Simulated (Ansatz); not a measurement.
# FH₅O₄Si₂: taking an electron away

The task here is to estimate one member of a computed series from the others.

Program: Ansatz 0.2.0, Gaussian basis. Level of theory: unrestricted cation, the program's frozen cores in correlated methods. These are calculated values, not measurements.

Levels to be run: UKS PBE-D4/def2-TZVPP; UKS r2SCAN-D4/def2-TZVPP; UKS PBE0-D4/def2-TZVPP; UKS B3LYP-D4/def2-TZVPP; UKS wB97X-V/def2-TZVPP; UKS wB97M-V/def2-TZVPP; UKS B2PLYP/def2-TZVPP; then −ε(HOMO) from the neutral's earlier runs with LDA (SPW92), PBE-D4, revPBE-D4, BLYP-D4, r2SCAN-D4, B97M-V, PBE0-D4, B3LYP-D4, r2SCANh-D4, r2SCAN0-D4, HSE06-D4, BHLYP-D4, CAM-B3LYP-D4, LC-ωPBE, ωB97X-V, ωB97M-V.

### The geometry

All runs share one geometry, relaxed beforehand with PBE0-D4 in a triple-zeta def2 set.

SMILES `O[Si](O)(O)O[SiH2]F`, 12 atoms, charge 0, spin multiplicity 1.

Atoms are counted from 1 here; the program's logs count them from 0.

Bond lengths: O1–Si2 1.626 Å, O1–H8 0.958 Å, Si2–O3 1.630 Å, Si2–O4 1.626 Å, Si2–O5 1.625 Å, O3–H9 0.958 Å, O4–H10 0.958 Å, O5–Si6 1.620 Å, Si6–F7 1.594 Å, Si6–H11 1.477 Å, Si6–H12 1.478 Å. Angles: Si2–O1–H8 117.1°, O1–Si2–O3 114.8°, O1–Si2–O4 108.2°, O1–Si2–O5 105.1°, O3–Si2–O4 106.8°, O3–Si2–O5 108.5°, O4–Si2–O5 113.7°, Si2–O3–H9 117.7°, Si2–O4–H10 117.3°, Si2–O5–Si6 145.5°, O5–Si6–F7 108.8°, O5–Si6–H11 108.6°, O5–Si6–H12 111.3°, F7–Si6–H11 107.3°, F7–Si6–H12 107.4°, H11–Si6–H12 113.3°.

The first run:

Contents of in.yaml:

```yaml
crystal:
  periodic: [false, false, false]
  atoms:
    - {symbol: O, position_ang: [1.921528, -0.600553, -0.392076]}
    - {symbol: Si, position_ang: [0.737744, -0.141214, 0.623485]}
    - {symbol: O, position_ang: [0.658238, -0.993205, 2.010478]}
    - {symbol: O, position_ang: [0.998546, 1.409308, 1.038131]}
    - {symbol: O, position_ang: [-0.642215, -0.372709, -0.203660]}
    - {symbol: Si, position_ang: [-1.567159, 0.146473, -1.428178]}
    - {symbol: F, position_ang: [-2.657355, 1.158123, -0.854043]}
    - {symbol: H, position_ang: [2.820369, -0.383706, -0.141344]}
    - {symbol: H, position_ang: [0.294074, -1.878209, 1.969958]}
    - {symbol: H, position_ang: [0.574086, 1.727763, 1.835968]}
    - {symbol: H, position_ang: [-2.293062, -1.008628, -1.993674]}
    - {symbol: H, position_ang: [-0.767692, 0.881358, -2.431046]}
basis:
  gaussian: {orbitals: def2-TZVPP}
total_charge: 1
magnetization: {spin_polarized: true, initial_magnetization: 1}
hamiltonian: {xc: pbe, dispersion: d4}
```

Steps of the session up to this table: Cation, UKS PBE-D4/def2-TZVPP; Cation, UKS r2SCAN-D4/def2-TZVPP; Cation, UKS PBE0-D4/def2-TZVPP; Cation, UKS B3LYP-D4/def2-TZVPP; Cation, UKS wB97X-V/def2-TZVPP; Cation, UKS wB97M-V/def2-TZVPP; Cation, UKS B2PLYP (frozen core)/def2-TZVPP.

One table of the session follows, with a row left open; its other results are not shown here.

It belongs to the step «Ionisation energies side by side». Orbital estimates, from the neutral's runs:

```
  functional  −ε(HOMO) (eV)
 LDA (SPW92)           7.59
      PBE-D4           7.44
   revPBE-D4           7.37
     BLYP-D4           7.35
   r2SCAN-D4           7.84
      B97M-V           7.93
     PBE0-D4           9.05
    B3LYP-D4           8.83
  r2SCANh-D4           8.44
  r2SCAN0-D4           9.31
    HSE06-D4           8.64
    BHLYP-D4              ?
CAM-B3LYP-D4          10.52
     LC-ωPBE          11.86
     ωB97X-V          11.53
     ωB97M-V          11.37
```

**Question.** Estimate the row for BHLYP-D4.

Worked estimate for «−ε(HOMO) (eV)». Against the share of exact exchange, BLYP-D4 (0, 7.35), B3LYP-D4 (0.2, 8.83) give a slope of 7.40 per unit share; at 0.5 the line stands at 11.05.

**Answer.** −ε(HOMO) (eV): 10.55. In «−ε(HOMO) (eV)» the line misses by +0.50.
